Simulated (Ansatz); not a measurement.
# CH9FN2Si2: molecular dynamics

Aim: follow the molecule's vibrations and see whether its bonds hold. The start is relaxed first. Runs: 261 steps of 0.5 fs under a Langevin thermostat at 1000 K. SMILES of the start: NC(F)([SiH3])N[SiH3].

Program: Ansatz 0.2.0. Level of theory: RKS LDA/STO-3G. These are calculated values, not measurements.

### 1 The starting structure

Bond lengths: N1–C2 1.393 Å, C2–F3 1.334 Å, C2–Si4 1.903 Å, C2–N5 1.438 Å, N5–Si6 1.701 Å, N1–H7 0.985 Å, N1–H8 1.064 Å, Si4–H9 1.468 Å, Si4–H10 1.535 Å, Si4–H11 1.409 Å, N5–H12 0.979 Å, Si6–H13 1.445 Å, Si6–H14 1.452 Å, Si6–H15 1.448 Å. Angles (14 of 24 angles, heavy atoms first): N1–C2–F3 103.8°, N1–C2–Si4 113.1°, N1–C2–N5 104.1°, F3–C2–Si4 109.6°, F3–C2–N5 109.9°, Si4–C2–N5 115.7°, C2–N5–Si6 127.6°, C2–N1–H7 110.2°, C2–N1–H8 102.6°, C2–Si4–H9 108.5°, C2–Si4–H10 108.2°, C2–Si4–H11 113.6°, C2–N5–H12 109.2°, Si6–N5–H12 109.9°.

Structure file:

```xyz
15

N    -1.8841   -0.4350    0.4296
C    -0.4943   -0.3562    0.3883
F    -0.1304   -0.4941    1.6642
Si    0.3013   -1.7354   -0.6542
N    -0.2336    0.9880   -0.0515
Si    1.2427    1.8307    0.0046
H    -2.1660   -1.1575    1.0368
H    -2.1522    0.4631    0.9334
H    -0.1179   -1.5651   -2.0508
H    -0.2723   -3.0798   -0.1869
H     1.7065   -1.7788   -0.5546
H    -0.6680    1.1329   -0.9164
H     1.7719    1.7513    1.3469
H     2.0939    1.1841   -0.9784
H     0.9805    3.2010   -0.3817
```

### 2 Relaxing the start

Input file input.yaml:

```yaml
crystal:
  periodic: [false, false, false]
  atoms:
    - { symbol: "N", position_ang: [-1.8841, -0.435, 0.4296] }
    - { symbol: C, position_ang: [-0.4943, -0.3562, 0.3883] }
    - { symbol: F, position_ang: [-0.1304, -0.4941, 1.6642] }
    - { symbol: Si, position_ang: [0.3013, -1.7354, -0.6542] }
    - { symbol: "N", position_ang: [-0.2336, 0.988, -0.0515] }
    - { symbol: Si, position_ang: [1.2427, 1.8307, 0.0046] }
    - { symbol: H, position_ang: [-2.166, -1.1575, 1.0368] }
    - { symbol: H, position_ang: [-2.1522, 0.4631, 0.9334] }
    - { symbol: H, position_ang: [-0.1179, -1.5651, -2.0508] }
    - { symbol: H, position_ang: [-0.2723, -3.0798, -0.1869] }
    - { symbol: H, position_ang: [1.7065, -1.7788, -0.5546] }
    - { symbol: H, position_ang: [-0.668, 1.1329, -0.9164] }
    - { symbol: H, position_ang: [1.7719, 1.7513, 1.3469] }
    - { symbol: H, position_ang: [2.0939, 1.1841, -0.9784] }
    - { symbol: H, position_ang: [0.9805, 3.201, -0.3817] }
basis:
  gaussian: { orbitals: STO-3G }
hamiltonian:
  xc: lda
relax:
  f_tol: 0.02
  max_steps: 40
scf:
  lower_state_search: "off"
```

The run is started by

```sh
> ansatz run input.yaml --threads 1 --pin off --max-ram 2048MiB --backend cpu --events-out ev --progress --plain --runs-dir out
```

Log, cut to the lines that bear on the results:

```text
Warning: RAYON_NUM_THREADS=1 ignored (pool sized by the plan → 1); use --threads N
[...]
Functional definition: SPW92
[...]
677 factors; integrals over basis functions are off by at most 1.4e-5 eV
[...]
mean field -22240.63904693 eV, -817.3284097281 hartree, gradient 5.7e-6 eV, S^2 0.000000; 0 other end points of the search recorded, 0 dependent functions left out
[...]
reference -22240.63907141 eV, -817.3284106279 hartree; 33, 33 occupied and 14, 14 virtual orbitals, 677 factors
relax step   1: F+E_penalty+E_count = -22240.63904693 eV  Δ(F+E_penalty+E_count) = +0.000e0 eV  max|allowed force component| = 4.557e0 eV/Å  Δτ_max = 0.0000 Å  (13 SCF iters, accepted)
[...]
relax step   4: F+E_penalty+E_count = -22241.94637969 eV  Δ(F+E_penalty+E_count) = -1.450e-2 eV  max|allowed force component| = 1.751e-1 eV/Å  Δτ_max = 0.0632 Å  (18 SCF iters, accepted)
[...]
relax step   7: F+E_penalty+E_count = -22241.95595564 eV  Δ(F+E_penalty+E_count) = -2.240e-3 eV  max|allowed force component| = 7.487e-2 eV/Å  Δτ_max = 0.0766 Å  (18 SCF iters, accepted)
[...]
relax step  10: F+E_penalty+E_count = -22241.95931385 eV  Δ(F+E_penalty+E_count) = -5.971e-4 eV  max|allowed force component| = 7.766e-2 eV/Å  Δτ_max = 0.0405 Å  (18 SCF iters, accepted)
[...]
relax step  13: F+E_penalty+E_count = -22241.96027738 eV  Δ(F+E_penalty+E_count) = -1.440e-4 eV  max|allowed force component| = 1.581e-2 eV/Å  Δτ_max = 0.0274 Å  (18 SCF iters, accepted)
[...]
Total energy: -22241.96051526 eV, -817.3769727934 hartree
Atom 0 at    -2.011171    -0.489022     0.311774 Å, force     0.000488    -0.000986    -0.004874 eV/Å
Atom 1 at    -0.522784    -0.276422     0.517120 Å, force     0.000044     0.006335    -0.005647 eV/Å
Atom 2 at    -0.134506    -0.372343     1.863630 Å, force     0.000788    -0.001035     0.003803 eV/Å
Atom 3 at     0.343690    -1.652331    -0.543375 Å, force     0.000001     0.002480     0.003684 eV/Å
Atom 4 at    -0.317229     1.137168     0.093541 Å, force    -0.000517    -0.004873    -0.017750 eV/Å
Atom 5 at     1.315943     1.736187    -0.163567 Å, force     0.006948    -0.002744     0.008713 eV/Å
Atom 6 at    -2.230411    -1.423645     0.769457 Å, force    -0.000004    -0.000027     0.001272 eV/Å
Atom 7 at    -2.468363     0.216143     0.966685 Å, force     0.000016    -0.000340     0.002003 eV/Å
Atom 8 at     0.190941    -1.346943    -1.952045 Å, force    -0.001082    -0.001537    -0.000997 eV/Å
Atom 9 at    -0.259587    -2.940988    -0.261508 Å, force     0.000060     0.000902     0.001003 eV/Å
Atom 10 at     1.756703    -1.713796    -0.222945 Å, force    -0.001208     0.001535    -0.001557 eV/Å
Atom 11 at    -0.993836     1.332201    -0.683735 Å, force     0.009840    -0.000005     0.014515 eV/Å
Atom 12 at     2.075071     1.488491     1.047229 Å, force    -0.009811     0.004678    -0.016578 eV/Å
Atom 13 at     2.013730     1.096900    -1.276281 Å, force    -0.009766     0.013010     0.013235 eV/Å
Atom 14 at     1.219809     3.157600    -0.436681 Å, force     0.004204    -0.017392    -0.000823 eV/Å
Dipole moment:     0.014105    -0.059433    -0.024704 e Å
Checks for a lower state left out: stability, starts, cluster_reference, orbital_swaps, neighbouring_geometries, increment
```

Wall time 1.9 min (1 thread of Intel Xeon at 2.50GHz (Skylake/Cascade Lake), shared host); peak memory 0.15 GiB.

Relaxation path:

```tsv
step	energy from step 1 (eV)	largest force component (eV/Å)
1	0.0000	4.5568
2	-1.1851	1.3225
3	-1.2928	0.3286
4	-1.3073	0.1751
5	-1.3128	0.0923
6	-1.3147	0.0504
7	-1.3169	0.0749
8	-1.3185	0.1229
9	-1.3197	0.0654
10	-1.3203	0.0777
11	-1.3209	0.0192
12	-1.3211	0.0155
13	-1.3212	0.0158
14	-1.3214	0.0177
```

Step 1 is the start.

After: Bond lengths: N1–C2 1.517 Å, C2–F3 1.405 Å, C2–Si4 1.941 Å, C2–N5 1.490 Å, N5–Si6 1.758 Å, N1–H7 1.064 Å, N1–H8 1.065 Å, Si4–H9 1.449 Å, Si4–H10 1.451 Å, Si4–H11 1.450 Å, N5–H12 1.049 Å, Si6–H13 1.450 Å, Si6–H14 1.461 Å, Si6–H15 1.451 Å. Angles (14 of 24 angles, heavy atoms first): N1–C2–F3 113.0°, N1–C2–Si4 105.3°, N1–C2–N5 103.3°, F3–C2–Si4 110.6°, F3–C2–N5 107.4°, Si4–C2–N5 117.1°, C2–N5–Si6 119.5°, C2–N1–H7 105.5°, C2–N1–H8 104.2°, C2–Si4–H9 109.5°, C2–Si4–H10 109.7°, C2–Si4–H11 110.1°, C2–N5–H12 107.3°, Si6–N5–H12 115.3°.

### 3 Dynamics

261 steps of 0.5 fs under a Langevin thermostat at 1000 K, from the relaxed start.

Input file input.yaml:

```yaml
crystal:
  periodic: [false, false, false]
  atoms:
    - { symbol: "N", position_ang: [-2.011171, -0.489022, 0.311774] }
    - { symbol: C, position_ang: [-0.522784, -0.276422, 0.51712] }
    - { symbol: F, position_ang: [-0.134506, -0.372343, 1.86363] }
    - { symbol: Si, position_ang: [0.34369, -1.652331, -0.543375] }
    - { symbol: "N", position_ang: [-0.317229, 1.137168, 0.093541] }
    - { symbol: Si, position_ang: [1.315943, 1.736187, -0.163567] }
    - { symbol: H, position_ang: [-2.230411, -1.423645, 0.769457] }
    - { symbol: H, position_ang: [-2.468363, 0.216143, 0.966685] }
    - { symbol: H, position_ang: [0.190941, -1.346943, -1.952045] }
    - { symbol: H, position_ang: [-0.259587, -2.940988, -0.261508] }
    - { symbol: H, position_ang: [1.756703, -1.713796, -0.222945] }
    - { symbol: H, position_ang: [-0.993836, 1.332201, -0.683735] }
    - { symbol: H, position_ang: [2.075071, 1.488491, 1.047229] }
    - { symbol: H, position_ang: [2.01373, 1.0969, -1.276281] }
    - { symbol: H, position_ang: [1.219809, 3.1576, -0.436681] }
basis:
  gaussian: { orbitals: STO-3G }
hamiltonian:
  xc: lda
md:
  timestep: 0.5
  n_steps: 261
  ensemble: nvt_langevin
  temperature: 1000.0
  initial_velocities: maxwell_boltzmann
  seed: 405467
  friction: 0.02
scf:
  lower_state_search: "off"
```

The run is started by

```sh
> ansatz run input.yaml --threads 1 --pin off --max-ram 2048MiB --backend cpu --events-out ev --progress --plain --runs-dir out
```

Log, cut to the lines that bear on the results:

```text
Warning: RAYON_NUM_THREADS=1 ignored (pool sized by the plan → 1); use --threads N
[...]
[... 1 set-up line as earlier in the session ...]
[...]
673 factors; integrals over basis functions are off by at most 1.3e-5 eV
[...]
mean field -22241.96048272 eV, -817.3769715978 hartree, gradient 8.0e-6 eV, S^2 0.000000; 0 other end points of the search recorded, 0 dependent functions left out
[...]
reference -22241.96050690 eV, -817.3769724863 hartree; 33, 33 occupied and 14, 14 virtual orbitals, 673 factors
md step     0: t =     0.00 fs  T =   933.3 K  F+E_penalty+E_count = -22241.96048272 eV  E_kin = 1.809640 eV  (14 SCF iters)
[...]
md step    32: t =    16.00 fs  T =   764.4 K  F+E_penalty+E_count = -22240.99609337 eV  E_kin = 1.482084 eV  (19 SCF iters)
[...]
md step    64: t =    32.00 fs  T =   854.7 K  F+E_penalty+E_count = -22241.09140517 eV  E_kin = 1.657262 eV  (19 SCF iters)
[...]
md step    96: t =    48.00 fs  T =   811.6 K  F+E_penalty+E_count = -22240.64597038 eV  E_kin = 1.573645 eV  (19 SCF iters)
[...]
md step   126: t =    63.00 fs  T =  1185.3 K  F+E_penalty+E_count = -22240.65383167 eV  E_kin = 2.298209 eV  (19 SCF iters)
md step   127: t =    63.50 fs  T =  1272.4 K  F+E_penalty+E_count = -22240.72551563 eV  E_kin = 2.466988 eV  (19 SCF iters)
```

### 4 More of the same log: dynamics from the start

The log, continued, cut to the lines that bear on the results:

```text
md step   128: t =    64.00 fs  T =  1299.7 K  F+E_penalty+E_count = -22240.74089973 eV  E_kin = 2.520020 eV  (19 SCF iters)
[...]
md step   161: t =    80.50 fs  T =  1024.2 K  F+E_penalty+E_count = -22240.33586671 eV  E_kin = 1.985861 eV  (20 SCF iters)
[...]
md step   194: t =    97.00 fs  T =   919.7 K  F+E_penalty+E_count = -22240.01976563 eV  E_kin = 1.783137 eV  (19 SCF iters)
[...]
md step   227: t =   113.50 fs  T =   934.0 K  F+E_penalty+E_count = -22240.31418474 eV  E_kin = 1.810997 eV  (20 SCF iters)
[...]
md step   260: t =   130.00 fs  T =   842.8 K  F+E_penalty+E_count = -22239.95402451 eV  E_kin = 1.634175 eV  (19 SCF iters)
[...]
md step   261: t =   130.50 fs  T =   816.7 K  F+E_penalty+E_count = -22239.88650253 eV  E_kin = 1.583497 eV  (19 SCF iters)
Total energy: -22239.88652751 eV, -817.3007551495 hartree
[...]
Atom 7 at    -2.053961    -1.395942     1.623493 Å, force     0.046268     0.972818     1.862297 eV/Å
Atom 8 at    -0.666838    -1.787021    -1.850175 Å, force     1.537310    -0.373100     0.166931 eV/Å
Atom 9 at    -0.502045    -3.319261    -0.266250 Å, force     0.219250    -1.137462     0.330690 eV/Å
Atom 10 at     1.675269    -2.316779    -0.740232 Å, force    -0.806958     0.257769    -0.196328 eV/Å
Atom 11 at    -0.905364     1.241724    -0.417992 Å, force     0.759195    -1.892785     0.966769 eV/Å
Atom 12 at     1.963431     0.565892     1.088201 Å, force     2.494782    -2.006670     2.694513 eV/Å
Atom 13 at     2.057393     1.325686    -1.345429 Å, force    -0.294600    -0.114195     2.152041 eV/Å
Atom 14 at     1.103484     2.634699     0.498420 Å, force     0.450564     0.555363     0.121252 eV/Å
Dipole moment:     0.335372    -0.221208    -0.110091 e Å
Checks for a lower state left out: stability, starts, cluster_reference, orbital_swaps, neighbouring_geometries, increment
```

Run time: 24 min. Hardware: 1 thread of Intel Xeon at 2.50GHz (Skylake/Cascade Lake), shared host; peak memory 0.1 GiB.

### 5 What the atoms did

The trajectory, every 19 steps (energies from step 0):

```tsv
time (fs)	T (K)	potential energy change (meV/atom)
0.0	933	0.0
9.5	421	72.7
19.0	1011	56.4
28.5	685	95.5
38.0	798	75.9
47.5	748	89.7
57.0	945	108.4
66.5	1323	81.8
76.0	1123	109.2
85.5	1016	112.6
95.0	1027	89.6
104.5	900	117.9
114.0	946	103.4
123.5	842	109.9
130.5	817	138.3
```

time (fs), T (K) and a bar:
```
      0.0        933 ###############
      5.5        508 
     11.5        574 ##
     17.0        722 ########
     22.5        733 ########
     28.5        685 ######
     34.0        555 ##
     39.5        592 ###
     45.5        667 ######
     51.0       1016 ##################
     56.5        936 ###############
     62.5       1018 ##################
     68.0       1356 ##############################
     74.0       1092 #####################
     79.5       1005 ##################
     85.0        991 #################
     91.0        909 ##############
     96.5        859 ############
    102.0        908 ##############
    108.0        755 #########
    113.5        934 ###############
    119.0       1042 ###################
    125.0       1002 #################
    130.5        817 ###########
```

Maxima of the velocity power spectrum (cm⁻¹, relative height; resolution about 510 cm⁻¹): 1020 (100), 2620 (51).

### 6 Snapshots as a file

Positions (Å) and forces (eV/Å):

```xyz
15
time_fs=18.5 T=946 dE=0.9256
N    -1.985   -0.418    0.462   -2.396    1.569    0.887
C    -0.456   -0.259    0.602   -1.738   -2.073   -0.568
F    -0.204   -0.353    1.935    1.496   -0.275    1.415
Si    0.306   -1.641   -0.655    0.216    2.002    0.486
N    -0.224    1.107    0.140   -2.130    0.055   -1.616
Si    1.365    1.634   -0.224    0.753    2.776   -1.031
H    -2.367   -1.139    1.214    1.299    0.735   -1.000
H    -2.383    0.543    0.947    1.129   -2.058   -1.120
H     0.111   -1.101   -1.997    0.074   -0.006    0.277
H    -0.157   -2.964   -0.671   -0.754   -1.206    0.284
H     1.714   -1.712   -0.369    0.384    0.036   -0.077
H    -0.935    1.206   -0.676    0.921    0.230    1.078
H     2.250    1.064    0.678    0.815   -0.436    1.792
H     2.092    1.277   -1.424   -0.541    0.002   -0.709
H     1.233    3.140   -0.151    0.471   -1.350   -0.096
15
time_fs=37.5 T=825 dE=1.1339
N    -2.037   -0.351    0.544   -0.108    2.421    3.100
C    -0.494   -0.335    0.673    1.654    0.539    0.135
F    -0.032   -0.436    2.050   -0.803    0.329   -2.459
Si    0.277   -1.565   -0.642   -2.240   -1.057    0.785
N    -0.182    1.076    0.098   -0.792   -0.889    1.090
Si    1.486    1.554   -0.202    0.207   -1.263    0.609
H    -2.366   -0.768    1.531    0.664   -0.123   -1.476
H    -2.074    0.741    0.928   -0.611   -1.971   -1.286
H    -0.295   -1.100   -1.854   -0.020    0.605   -0.755
H    -0.380   -2.888   -0.579    0.735    0.314    0.343
H     1.689   -1.628   -0.789    0.773   -0.024    0.223
H    -0.866    1.274   -0.694    0.514   -0.377    0.576
H     2.329    0.698    0.787   -0.931    1.281   -1.570
H     1.707    1.327   -1.663    0.510    0.217    0.830
H     1.501    2.974    0.119    0.449   -0.004   -0.142
15
time_fs=56.0 T=946 dE=1.5781
N    -2.009   -0.374    0.586   -4.107   -0.505    0.878
C    -0.536   -0.308    0.667   -1.429   -1.746   -1.454
F    -0.058   -0.493    1.926    0.841    0.116    1.481
Si    0.155   -1.609   -0.645    1.387    0.166    1.590
N    -0.193    0.960    0.085    2.145    1.365    1.293
Si    1.501    1.355   -0.147    0.115    2.661   -0.915
H    -2.419   -1.069    1.342    1.039    1.226   -1.428
H    -2.640    0.540    0.679    2.132   -1.278    0.363
H    -0.121   -1.078   -2.014    0.136   -0.779    0.863
H     0.156   -3.033   -0.265   -0.739    0.252   -0.765
H     1.525   -1.321   -0.191   -0.081   -0.126   -1.078
H    -0.895    1.136   -0.614   -0.920    0.873   -1.520
H     2.425    0.580    0.541    0.628   -1.289    1.117
H     1.955    1.365   -1.514   -0.268   -0.352   -0.530
H     1.920    2.734    0.231   -0.879   -0.583    0.104
15
time_fs=74.5 T=1085 dE=1.5586
N    -2.197   -0.564    0.480    2.155   -0.177    1.801
C    -0.596   -0.490    0.535   -0.772    3.358    0.860
F    -0.096   -0.470    1.872   -0.886   -0.477   -0.985
Si    0.159   -1.729   -0.586    0.571   -2.148   -3.480
N    -0.217    0.962    0.045    1.673   -2.614    1.468
Si    1.543    1.141   -0.080    0.070   -2.745    0.349
H    -2.316   -1.544    0.950   -0.149    0.321   -0.534
H    -2.285    0.007    1.407   -0.680    0.098   -0.593
H    -0.433   -1.475   -1.896    0.092    0.635    0.198
H    -0.297   -3.131   -0.603    0.484    0.268    1.040
H     1.615   -1.590   -0.878   -0.947   -0.297    0.662
H    -0.809    1.428   -0.630   -1.550    0.226   -1.280
H     1.902   -0.075    0.787    0.143    2.013   -0.678
H     2.401    1.040   -1.306   -0.940    0.011    0.389
H     1.736    2.421    0.431    0.737    1.527    0.783
15
time_fs=93.0 T=952 dE=1.4645
N    -2.117   -0.703    0.561   -0.086    1.177   -1.210
C    -0.634   -0.426    0.515    2.583   -1.720    1.074
F    -0.124   -0.456    1.844   -0.480   -0.644   -0.397
Si    0.111   -1.908   -0.688   -0.330    0.127    2.382
N    -0.169    0.841    0.013    0.622   -0.051    0.838
Si    1.567    1.061    0.034   -1.737    3.781   -2.996
H    -2.161   -1.585    0.005   -0.597   -0.641   -0.653
H    -2.289   -1.079    1.516    0.047    0.030    1.258
H    -0.559   -1.628   -1.895   -0.574   -0.214   -1.048
H    -0.252   -3.132   -0.003   -0.567   -0.232   -0.374
H     1.493   -2.171   -0.925    0.766    0.517   -0.198
H    -0.838    1.318   -0.560   -1.073    1.268   -1.198
H     2.101    0.248    0.929    1.624   -3.380    2.222
H     2.018    1.025   -1.389    0.208   -0.142    0.917
H     1.994    2.317    0.661   -0.407    0.124   -0.615
15
time_fs=112.0 T=735 dE=1.9767
N    -2.044   -0.899    0.666   -0.160    2.076   -3.678
C    -0.486   -0.624    0.448   -3.152   -0.761    3.360
F    -0.115   -0.631    1.855    0.882   -0.629   -1.865
Si    0.102   -2.065   -0.709    1.984   -0.330   -1.008
N    -0.192    0.743   -0.001    0.304   -0.999   -0.191
Si    1.527    1.144    0.068    1.385   -1.152    1.671
H    -2.315   -1.711    0.051    0.159    0.061   -1.436
H    -2.217   -1.422    1.507    0.760   -0.583    3.578
H    -0.054   -1.904   -2.194   -0.578    0.117    1.222
H    -0.092   -3.510   -0.381   -0.151    1.038    0.087
H     1.512   -1.748   -0.590    0.314   -0.601   -0.044
H    -0.934    1.189   -0.595    0.458   -0.061    0.224
H     2.438    0.102    0.880   -2.179    1.855   -0.869
H     2.289    1.082   -1.136   -0.101    0.195   -1.113
H     1.635    2.515    0.559    0.074   -0.227    0.062
15
time_fs=130.5 T=817 dE=2.0740
N    -2.147   -0.907    0.691   -0.249   -0.684    0.115
C    -0.616   -0.798    0.486    2.259    0.902   -0.754
F    -0.058   -0.854    1.757    0.026   -0.778    1.403
Si    0.202   -2.158   -0.682   -2.180    0.990   -0.603
N    -0.186    0.552    0.025   -0.914    2.457   -1.703
Si    1.454    1.299    0.107   -3.807    0.585   -4.634
H    -2.509   -1.847    0.315    0.460    0.268   -1.923
H    -2.054   -1.396    1.623    0.046    0.973    1.862
H    -0.667   -1.787   -1.850    1.537   -0.373    0.167
H    -0.502   -3.319   -0.266    0.219   -1.137    0.331
H     1.675   -2.317   -0.740   -0.807    0.258   -0.196
H    -0.905    1.242   -0.418    0.759   -1.893    0.967
H     1.963    0.566    1.088    2.495   -2.007    2.695
H     2.057    1.326   -1.345   -0.295   -0.114    2.152
H     1.103    2.635    0.498    0.451    0.555    0.121
```

### 7 Outcome

```
                        quantity                           value
         relaxation of the start        13 moves, 1.321 eV lower
                          length             261 steps of 0.5 fs
temperature, first and last step                   933 and 817 K
        temperature, second half  mean 980 K, from 649 to 1409 K
   potential energy, second half    +109 meV/atom from the start
          bonds formed or broken                               0
```

In words: Against a set 1000 K the second half averages 980 K with a spread of 139 K. The bonding pattern survives the run. Averages from a run of 130 fs with 15 atoms are rough. The nuclei move classically, without zero-point motion, which matters most for hydrogen. The basis is very small, so the numbers are rough.
